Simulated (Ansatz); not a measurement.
# CH₅GeN + H₂: a complex and its separated parts

Aim: how far the complex at one end of a reaction step lies below its separated, relaxed parts, level by level.

The runs use Ansatz 0.2.0, Gaussian basis; PBE0-D4/def2-TZVP structures, single points in def2-TZVPP, no counterpoise correction.

Levels: SPW92, PBE-D4, BLYP-D4, r2SCAN-D4, B97M-V, PBE0-D4, B3LYP-D4, r2SCAN0-D4, BHLYP-D4, CAM-B3LYP-D4, wB97X-V, wB97M-V, B2PLYP, PBE-QIDH, RPA on PBE, Hartree-Fock, MP2, CCSD, CCSD(T).

Cores are frozen in the correlated methods. Filled d shells of the heavier atoms are correlated. B3LYP uses VWN-RPA correlation. B2PLYP carries no dispersion term here.

## 1. The system as given

The complex: 10 atoms, charge 0, spin multiplicity 1.

Atoms are counted from 1 here; the program's logs count them from 0.

Bond lengths: Ge1–N3 1.700 Å, Ge1–H6 1.543 Å, Ge1–H7 1.525 Å, H2–H5 0.750 Å, N3–C4 1.439 Å, C4–H8 1.097 Å, C4–H9 1.100 Å, C4–H10 1.097 Å. Angles: N3–Ge1–H6 125.9°, N3–Ge1–H7 117.9°, H6–Ge1–H7 116.2°, Ge1–N3–C4 122.8°, N3–C4–H8 109.3°, N3–C4–H9 116.4°, N3–C4–H10 109.3°, H8–C4–H9 107.6°, H8–C4–H10 106.1°, H9–C4–H10 107.6°.

As a file:

```mol
CH7GeN
  3D, bonds by distance, orders not assigned

 10  8  0  0  0  0  0  0  0  0999 V2000
   -0.4603    1.4687    0.5600 Ge  0  0
    2.6295    0.2321   -2.0882 H   0  0
    0.0397   -0.0449   -0.0301 N   0  0
   -0.6133   -1.2758    0.3297 C   0  0
    2.0462    0.1244   -1.6285 H   0  0
   -1.6376    1.7193    1.5256 H   0  0
    0.3126    2.7016    0.1050 H   0  0
   -0.9654   -1.7791   -0.5790 H   0  0
   -1.4682   -1.1929    1.0170 H   0  0
    0.1171   -1.9535    0.7884 H   0  0
  1  3  8  0
  1  6  8  0
  1  7  8  0
  2  5  8  0
  3  4  8  0
  4  8  8  0
  4  9  8  0
  4 10  8  0
M  END
```

Its parts: CH₅GeN holds atoms 1, 3, 4, 6, 7, 8, 9, 10; H₂ holds atoms 2, 5. Each part counts its atoms afresh in its own runs.

## 2. Relaxing CH₅GeN alone

File relax-a/in.yaml:

```yaml
crystal:
  periodic: [false, false, false]
  atoms:
    - {symbol: Ge, position_ang: [-0.460312, 1.468708, 0.560043]}
    - {symbol: N, position_ang: [0.039696, -0.044890, -0.030076]}
    - {symbol: C, position_ang: [-0.613256, -1.275784, 0.329722]}
    - {symbol: H, position_ang: [-1.637640, 1.719318, 1.525557]}
    - {symbol: H, position_ang: [0.312575, 2.701586, 0.104981]}
    - {symbol: H, position_ang: [-0.965421, -1.779083, -0.578992]}
    - {symbol: H, position_ang: [-1.468186, -1.192940, 1.017039]}
    - {symbol: H, position_ang: [0.117066, -1.953486, 0.788439]}
basis:
  gaussian: {orbitals: def2-TZVP}
hamiltonian: {xc: pbe0, dispersion: d4}
relax: {f_tol: 0.005, max_steps: 200}
```

No record of the launch command was kept for these runs.

The runs that follow: Relaxing H₂ alone; wB97M-V/def2-TZVPP; CCSD(T)/def2-TZVPP; Vibrations of CH₅GeN; Vibrations of H₂.

Q: Predict the outcome of this session. Wanted: complex less parts, CCSD(T)/def2-TZVPP; with zero-point energy; largest T1 diagnostic.

**Answer**, as computed:

| quantity | value |
| --- | --- |
| complex less parts, CCSD(T)/def2-TZVPP | -0.048 eV |
| with zero-point energy | +0.015 eV |
| largest T1 diagnostic | 0.016 |

What this shows: At CCSD(T) the complex lies 0.048 eV below its parts. Among the functionals PBE-QIDH lands nearest to CCSD(T) (-0.001 eV) and SPW92 farthest (-0.059 eV). By rung, the mean size of the error is: LDA 0.059, GGA 0.015, meta-GGA 0.007, hybrid 0.011, range-separated hybrid 0.010, double hybrid 0.005 eV. PBE-D4 gives a relative energy 0.023 eV too low, an error of 48 % of the reference. No counterpoise was applied, and triple zeta lacks some correlation, so the CCSD(T) reference has a basis error of its own, and close matches with it are partly luck. The restricted Hartree–Fock reference is unstable towards an unrestricted one at one or more of these structures.
